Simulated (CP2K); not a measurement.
# HfB (Fm-3m) in CP2K: a series of runs

One crystal, HfB, is run at these levels: LDA; tasks: single point, equation of state.

Program: CP2K 2026.2. These are calculated values, not measurements. Logs are shortened: lines on timing, memory, paths and dates and some standing lists are left out, and cuts for length are marked.

## (1) Starting point

Symmetry: Fm-3m, No. 225, cubic system. The conventional cell has a = 4.620 Å, b = 4.620 Å, c = 4.620 Å, α = 90.00°, β = 90.00°, γ = 90.00°. Around Hf (site symmetry m-3m) lie 6 B at 2.31 Å. B (site symmetry m-3m) is surrounded by 6 Hf at 2.31 Å.

## (2) Single point, LDA, 12.33 Å³/atom

File hfb_eos.inp:

```
&GLOBAL
  PROJECT hfb_eos
  RUN_TYPE ENERGY_FORCE
  PRINT_LEVEL LOW
&END GLOBAL
&FORCE_EVAL
  METHOD QS
  STRESS_TENSOR ANALYTICAL
  &DFT
    BASIS_SET_FILE_NAME BASIS_MOLOPT_UZH
    POTENTIAL_FILE_NAME GTH_POTENTIALS
    &MGRID
      CUTOFF 450
      REL_CUTOFF 60
      NGRIDS 4
    &END MGRID
    &QS
      METHOD GPW
      EPS_DEFAULT 1.0E-9
    &END QS
    &KPOINTS
      SCHEME MONKHORST-PACK 10 10 10
      GAMMA_CENTERED T
      SYMMETRY T
      SYMMETRY_BACKEND SPGLIB
    &END KPOINTS
    &SCF
      SCF_GUESS ATOMIC
      EPS_SCF 1.0E-6
      MAX_SCF 100
      ADDED_MOS 13
      CHOLESKY OFF
      EPS_EIGVAL 1.0E-7
      &DIAGONALIZATION ON
        ALGORITHM STANDARD
      &END DIAGONALIZATION
      &MIXING ON
        METHOD BROYDEN_MIXING
        ALPHA 0.4
        BETA 1.5
        NBUFFER 8
      &END MIXING
      &SMEAR ON
        METHOD FERMI_DIRAC
        ELECTRONIC_TEMPERATURE [K] 580.226
      &END SMEAR
    &END SCF
    &XC
      &XC_FUNCTIONAL
        &LDA_X
        &END LDA_X
        &LDA_C_PW
        &END LDA_C_PW
      &END XC_FUNCTIONAL
    &END XC
    &PRINT
      &KPOINTS ON
      &END KPOINTS
      &MULLIKEN ON
      &END MULLIKEN
      &MO ON
        ENERGIES T
        OCCUPATION_NUMBERS T
        &EACH
          QS_SCF 0
        &END EACH
        ADD_LAST NUMERIC
      &END MO
    &END PRINT
  &END DFT
  &SUBSYS
    &CELL
      A 3.2668333291 0.0000000000 0.0000000000
      B 1.6334166645 2.8291606529 0.0000000000
      C 1.6334166645 0.9430535510 2.6673582437
      PERIODIC XYZ
    &END CELL
    &COORD
      Hf  3.2668333290 1.8861071019 1.3336791218
      B   0.0000000000 0.0000000000 0.0000000000
    &END COORD
    &KIND Hf
      BASIS_SET TZVP-MOLOPT-PBE-GTH-q12
      POTENTIAL GTH-PADE-q12
    &END KIND
    &KIND B
      BASIS_SET TZVP-MOLOPT-PBE-GTH-q3
      POTENTIAL GTH-PADE-q3
    &END KIND
    &PRINT
      &ATOMIC_COORDINATES ON
      &END ATOMIC_COORDINATES
      &CELL ON
      &END CELL
    &END PRINT
  &END SUBSYS
  &PRINT
    &FORCES ON
    &END FORCES
    &STRESS_TENSOR ON
    &END STRESS_TENSOR
  &END PRINT
&END FORCE_EVAL
```

Potentials or basis: GTH_POTENTIALS Hf GTH-PADE-q12, B GTH-PADE-q3; TZVP-MOLOPT-PBE-GTH basis.

Started as:

```
> OMP_NUM_THREADS=1 cp2k.psmp -i hfb_eos.inp -o hfb_eos.out
```

hfb_eos.out:

```text

 CP2K| version string:                                       CP2K version 2026.2
 CP2K| Input file name                                               hfb_eos.inp

 GLOBAL| Force Environment number                                              1
 GLOBAL| Basis set file name                                    BASIS_MOLOPT_UZH
 GLOBAL| Potential file name                                      GTH_POTENTIALS
 GLOBAL| MM Potential file name                                     MM_POTENTIAL
 GLOBAL| Coordinate file name                                      __STD_INPUT__
 GLOBAL| Method name                                                        CP2K
 GLOBAL| Project name                                                    hfb_eos
 GLOBAL| Run type                                                   ENERGY_FORCE
 GLOBAL| FFT library                                                       FFTW3
[... 6 lines left out ...]
 GLOBAL| Total number of message passing processes                             1
 GLOBAL| Number of threads for this process                                    1
 GLOBAL| CPU model name           Intel(R) Xeon(R) Platinum 8259CL CPU @ 2.50GHz

 CELL| Volume [angstrom^3]:                                            24.652782
 CELL| Vector a [angstrom]:       3.267     0.000     0.000   |a| =     3.266833
 CELL| Vector b [angstrom]:       1.633     2.829     0.000   |b| =     3.266833
 CELL| Vector c [angstrom]:       1.633     0.943     2.667   |c| =     3.266833
 CELL| Angle (b,c), alpha [degree]:                                    60.000000
 CELL| Angle (a,c), beta  [degree]:                                    60.000000
 CELL| Angle (a,b), gamma [degree]:                                    60.000000
 CELL| Numerically orthorhombic:                                              NO
 CELL| Periodicity                                                           XYZ

 CELL_REF| Volume [angstrom^3]:                                        24.652782
 CELL_REF| Vector a [angstrom     3.267     0.000     0.000   |a| =     3.266833
 CELL_REF| Vector b [angstrom     1.633     2.829     0.000   |b| =     3.266833
 CELL_REF| Vector c [angstrom     1.633     0.943     2.667   |c| =     3.266833
 CELL_REF| Angle (b,c), alpha [degree]:                                60.000000
 CELL_REF| Angle (a,c), beta  [degree]:                                60.000000
 CELL_REF| Angle (a,b), gamma [degree]:                                60.000000
 CELL_REF| Numerically orthorhombic:                                          NO
 CELL_REF| Periodicity                                                       XYZ
[... 9 lines left out ...]
 TOTAL NUMBERS AND MAXIMUM NUMBERS

  Total number of            - Atomic kinds:                                   2
                             - Atoms:                                          2
                             - Shell sets:                                     2
                             - Shells:                                        18
                             - Primitive Cartesian functions:                 10
                             - Cartesian basis functions:                     59
                             - Spherical basis functions:                     52

  Maximum angular momentum of- Orbital basis functions:                        3
                             - Local part of the GTH pseudopotential:          2
                             - Non-local part of the GTH pseudopotential:      4

 MODULE QUICKSTEP: ATOMIC COORDINATES IN ANGSTROM

   Atom Kind Element         X             Y             Z       Z(eff)     Mass
      1    1 Hf   72      3.266833      1.886107      1.333679  12.0000 178.4900
      2    2 B     5      0.000000      0.000000      0.000000   3.0000  10.8110

 SCF PARAMETERS         Density guess:                                    ATOMIC
                        --------------------------------------------------------
                        max_scf:                                             100
                        max_scf_history:                                       0
                        max_diis:                                              4
[... 5 lines left out ...]
                        --------------------------------------------------------
                        level_shift [a.u.]:                             0.000000
                        added MOs                                        13    0
                        --------------------------------------------------------
                        Mixing method:                            BROYDEN_MIXING
                                                charge density mixing in g-space
                        --------------------------------------------------------
                        Smear method:                                FERMI_DIRAC
[... 51 lines left out ...]
     8 Broy./Diag. 0.40E+00    7.9     0.00038188       -52.7314614739  6.22E-04
     9 Broy./Diag. 0.40E+00    7.9     0.00009290       -52.7314411252  2.03E-05
    10 Broy./Diag. 0.40E+00    8.0     0.00010422       -52.7314703251 -2.92E-05
    11 Broy./Diag. 0.40E+00    8.0     0.00000087       -52.7314738002 -3.48E-06

  *** SCF run converged in    11 steps ***

  Electronic density on regular grids:        -14.9999999918        0.0000000082
  Core density on regular grids:               14.9999999794       -0.0000000206
  Total charge density on r-space grids:       -0.0000000124
  Total charge density g-space grids:          -0.0000000124

  Overlap energy of the core charge distribution:               0.00000003559928
  Self energy of the core charge distribution:                -78.38950235302488
  Core Hamiltonian energy:                                     18.46433057791377
  Hartree energy:                                              14.44056537367214
  Exchange-correlation energy:                                 -7.24642963618063
  Electronic entropic energy:                                  -0.00043779820656
  Fermi energy:                                                 0.36672406850109

  Total energy:                                               -52.73147380023172
  Total energy (extrapolated to T->0):                        -52.73125490112844

 MO| EIGENVALUES AND OCCUPATION NUMBERS FOR K POINT 1
 MO|
 MO|  Index      Eigenvalue [a.u.]        Eigenvalue [eV]             Occupation
 MO|      1              -1.819664             -49.515564               2.000000
 MO|      2              -0.648126             -17.636407               2.000000
 MO|      3              -0.621645             -16.915808               2.000000
 MO|      4              -0.621598             -16.914545               2.000000
 MO|      5               0.150088               4.084101               2.000000
 MO|      6               0.260452               7.087269               2.000000
[... 13 lines left out ...]
 MO|     20               1.379743              37.544705               0.000000
 MO|     21               1.546091              42.071288               0.000000
 MO| Sum:                                                              16.000000
 MO| E(Fermi):            0.366724 a.u.          9.979069 eV

 MO| EIGENVALUES AND OCCUPATION NUMBERS FOR K POINT 2
 MO|
 MO|  Index      Eigenvalue [a.u.]        Eigenvalue [eV]             Occupation
 MO|      1              -1.819582             -49.513333               2.000000
 MO|      2              -0.649983             -17.686937               2.000000
 MO|      3              -0.639715             -17.407534               2.000000
 MO|      4              -0.620011             -16.871353               2.000000
 MO|      5               0.140442               3.821609               2.000000
 MO|      6               0.267164               7.269908               2.000000
[... 315 lines left out ...]
 MO| EIGENVALUES AND OCCUPATION NUMBERS FOR K POINT 14
 MO|
 MO|  Index      Eigenvalue [a.u.]        Eigenvalue [eV]             Occupation
 MO|      1              -1.818644             -49.487812               2.000000
 MO|      2              -0.645335             -17.560459               2.000000
 MO|      3              -0.645157             -17.555619               2.000000
 MO|      4              -0.639944             -17.413761               2.000000
 MO|      5               0.138769               3.776089               2.000000
 MO|      6               0.308365               8.391052               2.000000
[... 13 lines left out ...]
 MO|     20               1.514673              41.216353               0.000000
 MO|     21               1.552328              42.240980               0.000000
 MO| Sum:                                                              14.000000
 MO| E(Fermi):            0.366724 a.u.          9.979069 eV

 [... the levels of further k-points ...]

 !-----------------------------------------------------------------------------!
                     Mulliken Population Analysis

 #  Atom  Element  Kind  Atomic population                           Net charge
       1     Hf       1         17.912775                             -5.912775
       2     B        2         -2.912775                              5.912775
 # Total charge                             15.000000                 -0.000000

 !-----------------------------------------------------------------------------!

 ENERGY| Total FORCE_EVAL ( QS ) energy [hartree]            -52.731475050070834

 FORCES| Atomic forces [hartree/bohr]
 FORCES|   Atom     x               y               z               |f|
 FORCES|      1  7.61710270E-10  7.52476727E-10  7.24420610E-10   1.29275248E-09
 FORCES|      2 -7.62790695E-10 -7.54030207E-10 -7.24845451E-10   1.29453162E-09
 FORCES| Sum    -1.08042497E-12 -1.55347984E-12 -4.24840431E-13
 FORCES| Total atomic force                                       1.93935740E-12

 STRESS| Analytical stress tensor [bar]
 STRESS|                        x                   y                   z
 STRESS|      x       -5.37223266705E+05   2.30415763035E+01  -1.75843652285E+01
 STRESS|      y        2.30415763035E+01  -5.38298581707E+05  -1.62804476946E+02
 STRESS|      z       -1.75843652285E+01  -1.62804476946E+02  -5.39162016715E+05
 STRESS| 1/3 Trace                                            -5.38227955042E+05
 STRESS| Determinant                                          -1.55918374000E+17

 STRESS| Eigenvectors and eigenvalues of the analytical stress tensor [bar]
 STRESS|                        1                   2                   3
 STRESS| Eigenvalues  -5.39191782268E+05  -5.38269541406E+05  -5.37222541453E+05
 STRESS|      x           0.006691184823     -0.024667523448      0.999673317306
 STRESS|      y           0.179145479731      0.983552053991      0.023070634617
 STRESS|      z           0.983799839976     -0.178932586122     -0.011000203898
```

Wall time 1.9 min (1 thread of Intel Xeon Platinum 8259CL at 2.50GHz (Skylake/Cascade Lake), shared host); peak memory 0.35 GiB.

Results:

```
Free energy            : -1434.8964 eV
Pressure               : -53.8 GPa
Band gap on the k mesh : none (metal or under the smearing width)
Mulliken charges       : Hf -5.91; B +5.91 e
```

Caveat: Mulliken charges move with the basis; the basis of atomic orbitals isn't converged, which shifts pressures, moduli and gaps; the real-space grid breaks the cell's symmetry a little.

(Continued in part 2 of 2.)
